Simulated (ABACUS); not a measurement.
AgRh in ABACUS: the effect of target pressure

AgRh:

```xyz
2
Lattice="2.7776 0.0000 0.0000 -1.3888 2.4055 0.0000 0.0000 0.0000 4.8086" Properties=species:S:1:pos:R:3 pbc="T T T"
Ag    0.0000    0.0000    2.4043
Rh    1.3888    0.8018    0.0000
```

The cell comes from a database or a generator and needn't be the stable form of this composition.

Alike in all runs:

```yaml
Program: ABACUS 3.10.1
Task: relaxation of cell and atoms
Functional: PBE
Potentials_or_basis: PseudoDojo NC SR 0.4.1 PBE standard
Cutoff: 1211 eV
Density_cutoff: 4844 eV
Basis: plane waves
k_mesh: 8 × 8 × 4
Occupations: fermi-dirac, width 0.05 eV
Spin: no spin polarisation
```

Each run relaxes the cell or the atoms first.

| target pressure | relaxed volume (Å³/atom) |
| --- | --- |
| 0 GPa | 15.82 |
| 5 GPa | ? |
| 10 GPa | 14.98 |
| 20 GPa | 14.35 |
| 30 GPa | 13.85 |

Task: What does the run with target pressure 5 GPa give?

Result: Relaxed volume 15.36 Å³/atom.

Worked out: In Murnaghan's law V^(-B') rises as a straight line in P. The other rows fit best with B' = 4.9, V0 = 15.82 Å³/atom and B0 = 160 GPa, which gives 15.37 Å³/atom at 5 GPa, against the run's 15.36.
